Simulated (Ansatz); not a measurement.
# CHGaP (doublet): wave-function methods side by side at a displaced geometry (v1), cc-pVDZ

An exercise on one series of results from a longer session: the logs are not shown, and one member is left open.

Program: Ansatz 0.2.0, Gaussian basis. Level of theory: cc-pVDZ, core rule «outside noble gas», up to 20 orbitals frozen. These are calculated values, not measurements.

Plan: UHF; CCSD(T) on ROHF; CCSD(T) on UHF; BCCD(T) on ROHF; CISD as a restricted active space (open shells left free, so some higher excitations enter); CCSDT(Q) on ROHF; CCSDT(Q) on UHF; CASSCF and MRCISD+Q, 9 electrons in 9 orbitals; CASSCF and NEVPT2, 9 electrons in 9 orbitals.

20 further runs of the same task are left out: 2 for a known fault of the program, 8 that didn't finish, 10 set aside as unsound or not needed. Runs told in other sessions of the task aren't counted.

## What is computed

The geometry is a PBE0/def2-TZVP stationary point (not a proven minimum) with its atoms shifted at random (size 0.040 Å). No spin-orbit coupling is included. The filled d shell of Ga may be among the frozen orbitals whatever the setting's name suggests.

4 atoms, charge 0, spin multiplicity 2.

Atoms are counted from 1 here; the program's logs count them from 0.

Bond lengths: C1–P2 1.619 Å, C1–Ga3 2.081 Å, P2–H4 1.441 Å. Angles: P2–C1–Ga3 159.9°, C1–P2–H4 99.3°.

Coordinates:

```xyz
4
charge 0, multiplicity 2
C     0.0024    0.0915   -0.4083
P     0.0015    0.4385    1.1731
Ga    0.0495    0.3698   -2.4700
H    -0.0533   -0.8998    1.7053
```

The first run:

in.yaml

```yaml
crystal:
  periodic: [false, false, false]
  atoms:
    - {symbol: C, position_ang: [0.002356, 0.091516, -0.408349]}
    - {symbol: P, position_ang: [0.001504, 0.438464, 1.173102]}
    - {symbol: Ga, position_ang: [0.049469, 0.369816, -2.470046]}
    - {symbol: H, position_ang: [-0.053329, -0.899796, 1.705294]}
basis:
  gaussian: {orbitals: cc-pVDZ}
magnetization: {spin_polarized: true, initial_magnetization: 1}
hamiltonian: {xc: hf}
output: {orbitals: {seedname: orbitals}}
```

Command:

```console
ansatz run in.yaml --threads 1 --pin off --events-out ev --progress --plain --max-ram 2393MiB
```

Among the steps run: UHF; CCSD(T) on ROHF; CCSD(T) on UHF; BCCD(T) on ROHF; CISD as a restricted active space (open shells left free, so some higher excitations enter); CCSDT(Q) on ROHF; CCSDT(Q) on UHF; CASSCF and MRCISD+Q, 9 electrons in 9 orbitals; CASSCF and NEVPT2, 9 electrons in 9 orbitals.

One table of the session follows, with a row left open; its other results are not shown here.

It belongs to the step «Misses and costs». 

```
           method  from RCCSDT(Q) (kJ/mol)
             ROHF                   +851.7
              UHF                   +819.3
             RMP2                   +146.8
             UMP2                   +184.2
            RCCSD                    +43.7
            UCCSD                        ?
         RCCSD(T)                     +7.0
         UCCSD(T)                     +9.9
          BCCD(T)                     +6.6
           RCCSDT                     +3.2
           UCCSDT                     +3.2
        RCCSDT(Q)                        0
        UCCSDT(Q)                     -0.3
  CASSCF frontier                   +592.3
  MRCISD frontier                    +69.1
MRCISD+Q frontier                     +7.4
```

**Question.** Estimate the row for UCCSD.

As computed: from RCCSDT(Q) (kJ/mol): +44.4. In the column «from RCCSDT(Q) (kJ/mol)» it lies between RCCSD (+43.7) and MRCISD frontier (+69.1).

Not comparable, so not listed: CISD as a restricted active space (open shells left free, so some higher excitations enter); CASSCF and NEVPT2, 9 electrons in 9 orbitals (they don't share determinant, frozen orbitals or solution with the rows shown, or repeat one).

To keep in mind: Restricted and unrestricted rows rest on different reference determinants; a gap between their highest levels can come from leftover correlation error, from unlike frozen cores or from another state. Warnings in the runs' records: passed over end.
